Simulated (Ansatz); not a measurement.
**CH₄GaNO: basis-set convergence**

The task here is to estimate one member of a computed series from the others.

Method: one geometry, several basis sets; program: Ansatz 0.2.0, Gaussian basis.

Plan: PBE0-D4/def2-SVP; ωB97M-V/def2-SVP; PBE0-D4/def2-QZVPP; ωB97M-V/def2-QZVPP; the functionals' def2-TZVPP values are taken from earlier runs.

## The geometry

All runs share one geometry, relaxed beforehand with PBE0-D4 in a triple-zeta def2 set.

SMILES `O/C=[N]/[GaH2]`, 8 atoms, charge 0, spin multiplicity 1.

Atoms are counted from 1 here; the program's logs count them from 0.

Bond lengths: O1–C2 1.348 Å, O1–H5 0.968 Å, C2–N3 1.243 Å, C2–H6 1.095 Å, N3–Ga4 1.814 Å, Ga4–H7 1.560 Å, Ga4–H8 1.560 Å. Angles: C2–O1–H5 106.6°, O1–C2–N3 124.4°, O1–C2–H6 108.7°, N3–C2–H6 126.9°, C2–N3–Ga4 149.1°, N3–Ga4–H7 116.6°, N3–Ga4–H8 116.6°, H7–Ga4–H8 126.4°.

The first run:

in.yaml reads:

```yaml
crystal:
  periodic: [false, false, false]
  atoms:
    - {symbol: O, position_ang: [0.476825, 2.206783, 0.496015]}
    - {symbol: C, position_ang: [0.705863, 0.889551, 0.320998]}
    - {symbol: N, position_ang: [-0.159408, 0.067209, -0.023828]}
    - {symbol: Ga, position_ang: [-0.607275, -1.643414, -0.428797]}
    - {symbol: H, position_ang: [-0.460262, 2.351865, 0.302325]}
    - {symbol: H, position_ang: [1.760743, 0.684895, 0.532024]}
    - {symbol: H, position_ang: [-1.175719, -2.511797, 0.736442]}
    - {symbol: H, position_ang: [-0.540766, -2.045082, -1.935170]}
basis:
  gaussian: {orbitals: def2-SVP}
hamiltonian: {xc: pbe0, dispersion: d4}
output: {orbitals: {seedname: orbitals}}
```

Launch:

```sh
$ ansatz run in.yaml --threads 2 --pin off --events-out ev --progress --plain --max-ram 4352MiB
```

Among the steps run: PBE0-D4 in def2-SVP; ωB97M-V in def2-SVP; PBE0-D4 in def2-QZVPP; ωB97M-V in def2-QZVPP.

One of the session's tables, all rows but one given; the rest of the session is left out.

It belongs to the step «Functionals by basis». 

```
functional       basis  HOMO (eV)
   PBE0-D4    def2-SVP      -7.19
   PBE0-D4  def2-TZVPP      -7.27
   PBE0-D4  def2-QZVPP      -7.29
   ωB97M-V    def2-SVP      -9.46
   ωB97M-V  def2-TZVPP          ?
   ωB97M-V  def2-QZVPP      -9.59
```

**Question.** Estimate the row for ωB97M-V, def2-TZVPP.

The run gave: HOMO (eV): -9.56. In the column «HOMO (eV)» it lies between ωB97M-V, def2-QZVPP (-9.59) and ωB97M-V, def2-SVP (-9.46).
